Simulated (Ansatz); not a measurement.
# CdFHS: a ladder of functionals and wavefunction methods

How much do the methods differ for CdFHS? The plan is to run it at one geometry with functionals of several rungs and with coupled cluster, and see how far each lands from CCSD(T) at the basis-set limit for the atomisation energy.

The runs use Ansatz 0.2.0, Gaussian basis; functionals in def2-TZVPP, the program's frozen cores in correlated methods.

The runs, in order: LDA (SPW92), PBE-D4, revPBE-D4, BLYP-D4, r2SCAN-D4, B97M-V, PBE0-D4, B3LYP-D4, r2SCANh-D4, r2SCAN0-D4, HSE06-D4, BHLYP-D4, CAM-B3LYP-D4, LC-ωPBE, ωB97X-V, ωB97M-V, B2PLYP, PBE-QIDH; CCSD(T)/def2-SVP; CCSD(T)/def2-TZVPP; MP2/def2-QZVPP; extrapolation to the limit; RPA on PBE.

1 further run of the same task is left out (for a known fault of the program).

### Step 1. The geometry

All runs share one geometry, relaxed beforehand with PBE0-D4 in a triple-zeta def2 set. Cd takes the def2 core potential; no spin-orbit term is included.

SMILES `[F][Cd][SH]`, 4 atoms, charge 0, spin multiplicity 1.

Atoms are counted from 1 here; the program's logs count them from 0.

Bond lengths: F1–Cd2 1.939 Å, Cd2–S3 2.311 Å, S3–H4 1.344 Å. Angles: F1–Cd2–S3 179.2°, Cd2–S3–H4 93.2°.

Geometry (Å):

```xyz
4
charge 0, multiplicity 1
F    -0.3299    0.1428    2.6200
Cd   -0.2891    0.1260    0.6819
S    -0.2707    0.1203   -1.6286
H     0.9453   -0.4493   -1.6935
```

### Step 2. LDA

This LDA is Slater exchange with PW92 correlation.

in.yaml reads:

```yaml
crystal:
  periodic: [false, false, false]
  atoms:
    - {symbol: F, position_ang: [-0.329904, 0.142753, 2.620005]}
    - {symbol: Cd, position_ang: [-0.289135, 0.126034, 0.681862]}
    - {symbol: S, position_ang: [-0.270750, 0.120262, -1.628645]}
    - {symbol: H, position_ang: [0.945290, -0.449348, -1.693522]}
basis:
  gaussian: {orbitals: def2-TZVPP}
hamiltonian: {xc: lda}
output: {orbitals: {seedname: orbitals}}
```

The run is started by

```bash
ansatz run in.yaml --threads 4 --pin off --events-out ev --progress --plain --max-ram 10444MiB
```

After this run come: PBE-D4 (GGA); revPBE-D4 (GGA); BLYP-D4 (GGA); r2SCAN-D4 (meta-GGA); B97M-V (meta-GGA); PBE0-D4 (hybrid); B3LYP-D4 (hybrid); r2SCANh-D4 (hybrid); r2SCAN0-D4 (hybrid); HSE06-D4 (hybrid); BHLYP-D4 (hybrid); CAM-B3LYP-D4 (range-separated); LC-ωPBE (range-separated); ωB97X-V (range-separated); ωB97M-V (range-separated); B2PLYP (double hybrid); PBE-QIDH (double hybrid); CCSD(T) in def2-SVP; CCSD(T) in def2-TZVPP; MP2 in def2-QZVPP; RPA on PBE orbitals.

**Question.** What will the summary of the whole plan be? Wanted: atomisation energy, CCSD(T)/CBS; farthest beyond LDA; mean size of error, GGA; mean size of error, meta-GGA; mean size of error, hybrid; mean size of error, range-separated; mean size of error, double hybrid; gap, smallest and largest; T1 diagnostic.

**Answer**, as computed:

```
                               quantity                                  value
        atomisation energy, CCSD(T)/CBS                           919.7 kJ/mol
  functionals within 4.6 kJ/mol (0.5 %)     none; nearest B97M-V (-5.1 kJ/mol)
                    farthest beyond LDA                BHLYP-D4 (-72.6 kJ/mol)
                mean size of error, GGA                            20.9 kJ/mol
           mean size of error, meta-GGA                             7.2 kJ/mol
             mean size of error, hybrid                            28.5 kJ/mol
    mean size of error, range-separated                            14.6 kJ/mol
      mean size of error, double hybrid                            30.7 kJ/mol
              gap, smallest and largest  3.61 eV (BLYP-D4), 10.70 eV (LC-ωPBE)
                          T1 diagnostic                                 0.0155
triples share of the correlation energy                                  3.1 %
```

**Reading.** The LDA atomisation energy is off by 174.2 kJ/mol (19 %): it overbinds. PBE-D4 is off by +14.4 kJ/mol. Double hybrids carry the basis error of their MP2 part in triple zeta, and no dispersion term here, so their miss is partly the set-up's. By mean error the best rung here is meta-GGA (7.2 kJ/mol) and the worst beyond LDA is double hybrid (30.7 kJ/mol). The reference freezes the cores and leaves out spin-orbit coupling and excitations past (T), so misses under about 4.6 kJ/mol can't be ranked. All levels share the lack of spin-orbit coupling, which lowers the free heavy atoms and so the true binding. Hartree-Fock recovers 64 % of the binding; the rest is correlation. CCSD(T) in def2-SVP is off by -101.0 kJ/mol, worse than the median functional, from the basis alone. Orbital gaps span 3.6 to 10.7 eV; exact exchange widens them. Correlated methods include outer-core shells of Cd, which these sets cover unevenly.
